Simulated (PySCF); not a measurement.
# Sm2N2: other functionals and bases at one geometry

How far do other levels of theory move the description of Sm2N2, and what does each cost? The structure is generated, not taken from experiment.

Program: PySCF 2.14.0. Level of theory: several levels, as the steps say, no spin–orbit coupling. These are calculated values, not measurements.

3 further runs of the same task are left out: 2 for a known fault of the program, 1 that didn't finish.

### 1 Where the work starts

4 atoms, charge 0, spin multiplicity 1.

Bond lengths: Sm1–Sm2 3.121 Å, Sm1–N3 2.098 Å, Sm1–N4 2.098 Å, Sm2–N3 2.098 Å, Sm2–N4 2.098 Å. Angles: Sm2–Sm1–N3 42.0°, Sm2–Sm1–N4 42.0°, N3–Sm1–N4 83.9°, Sm1–Sm2–N3 42.0°, Sm1–Sm2–N4 42.0°, N3–Sm2–N4 83.9°, Sm1–N3–Sm2 96.1°, Sm1–N4–Sm2 96.1°.

Geometry (Å):

```mol
N2Sm2
  3D, bonds by distance, orders not assigned

  4  5  0  0  0  0  0  0  0  0999 V2000
    0.0000    0.0000    1.5603 Sm  0  0
   -0.0000   -0.0000   -1.5603 Sm  0  0
    1.4028   -0.0000   -0.0000 N   0  0
   -1.4028    0.0000    0.0000 N   0  0
  1  2  8  0
  1  3  8  0
  1  4  8  0
  2  3  8  0
  2  4  8  0
M  END
```

Formal oxidation states: Sm +3. Each metal's 5 4f electrons lie in its core potential, so multiplicities, spins and levels count the valence alone. An earlier session relaxed this geometry at TPSS, Sm lcecp-1-SVP with ECP51, N def2-SVP (singlet, point group D2h).

At TPSS on the finer grid: E = -178.894405 Eh, HOMO -3.31 eV, LUMO -1.89 eV, Mulliken charge on Sm1 +0.52 e, largest force component 0.004 eV/Å. 

Levels to run: r2SCAN; M06-L; B3LYP; TPSSh; TPSS, TZVP. Hardware: 2 threads of Arm Neoverse V1, shared host.

### 2 r2SCAN

Contents of run.py (the lines that set the calculation):

```python
mol = gto.M(atom='''
Sm     0.00000     0.00000     1.56031
Sm     0.00000     0.00000    -1.56031
N      1.40276     0.00000     0.00000
N     -1.40276     0.00000     0.00000''',
    basis={'Sm': 'lcecp-1-SVP', 'N': 'def2-SVP'},
    ecp={'Sm': 'lcecp-1-SVP'},
    charge=0, spin=0)
mf = dft.RKS(mol, xc='R2SCAN')
mf.grids.atom_grid = (75, 302)  # f atoms: unpruned, at least (60, 302)
mf = mf.density_fit()  # fitting sets: Sm AutoAux, N def2-universal-JKFIT
mf.conv_tol = 1e-08; mf.max_cycle = 55
mf.kernel(dm0)  # dm0: the density of the relaxed state
```

Launch:

```
$ OMP_NUM_THREADS=2 python run.py
```

### 3 M06-L

Edit run.py (the lines that set the calculation) of step 2 so:

```diff
@@ -8,3 +8,3 @@
     charge=0, spin=0)
-mf = dft.RKS(mol, xc='R2SCAN')
+mf = dft.RKS(mol, xc='M06L')
 mf.grids.atom_grid = (75, 302)  # f atoms: unpruned, at least (60, 302)
```

### 4 B3LYP

Edit run.py (the lines that set the calculation) of step 3 so:

```diff
@@ -8,3 +8,3 @@
     charge=0, spin=0)
-mf = dft.RKS(mol, xc='M06L')
+mf = dft.RKS(mol, xc='B3LYP')
 mf.grids.atom_grid = (75, 302)  # f atoms: unpruned, at least (60, 302)
```

### 5 TPSSh

Edit run.py (the lines that set the calculation) of step 4 so:

```diff
@@ -8,3 +8,3 @@
     charge=0, spin=0)
-mf = dft.RKS(mol, xc='B3LYP')
+mf = dft.RKS(mol, xc='TPSSH')
 mf.grids.atom_grid = (75, 302)  # f atoms: unpruned, at least (60, 302)
```

### 6 TPSS, TZVP

Basis: Sm lcecp-1-TZVP with ECP51, N def2-TZVP. 

Contents of run.py (the lines that set the calculation):

```python
mol = gto.M(atom='''
Sm     0.00000     0.00000     1.56031
Sm     0.00000     0.00000    -1.56031
N      1.40276     0.00000     0.00000
N     -1.40276     0.00000     0.00000''',
    basis={'Sm': 'lcecp-1-TZVP', 'N': 'def2-TZVP'},
    ecp={'Sm': 'lcecp-1-TZVP'},
    charge=0, spin=0)
mf = dft.RKS(mol, xc='TPSS')
mf.grids.atom_grid = (75, 302)  # f atoms: unpruned, at least (60, 302)
mf = mf.density_fit()  # fitting sets: Sm AutoAux, N def2-universal-JKFIT
mf.conv_tol = 1e-08; mf.max_cycle = 55
mf.kernel(dm0)  # dm0: free metal ions and neutral atoms
```

Q: Predict the outcome of this session. Wanted: for each run, HOMO; gap; charge on Sm1; dipole; largest force.

The runs gave:

| level | state | HOMO (eV) | gap (eV) | charge on Sm1 (e) | dipole (D) | largest force (eV/Å) | basis functions | time |
| --- | --- | --- | --- | --- | --- | --- | --- | --- |
| TPSS (relaxed here) | singlet | -3.31 | 1.42 | 0.52 | 0.00 | 0.00 | 94 | 27 s |
| r2SCAN | singlet | -3.47 | 1.76 | 0.55 | 0.00 | 0.39 | 94 | 8.7 s |
| M06-L | singlet | -3.12 | 2.07 | 0.62 | 0.01 | 0.53 | 94 | 8.7 s |
| B3LYP | singlet | -4.17 | 2.41 | 0.52 | 0.00 | 0.25 | 94 | 6 s |
| TPSSh | singlet | -3.65 | 2.01 | 0.55 | 0.00 | 0.30 | 94 | 7.6 s |
| TPSS, TZVP | singlet | -3.27 | 1.39 | 0.87 | 0.00 | 0.08 | 156 | 21 s |

Times are on 2 threads of Arm Neoverse V1, shared host; the first row also made further properties.

In one basis the HOMO–LUMO gap runs from 1.42 eV (TPSS) to 2.41 eV (B3LYP). The largest leftover force, 0.53 eV/Å with M06-L, stands at a geometry relaxed at another level. The Mulliken charge on Sm spans +0.52 to +0.87 e over the levels. With 4f in the core, its levels are missing from HOMO and gap. Total energies of different levels can't be compared. Spin–orbit coupling is left out throughout.
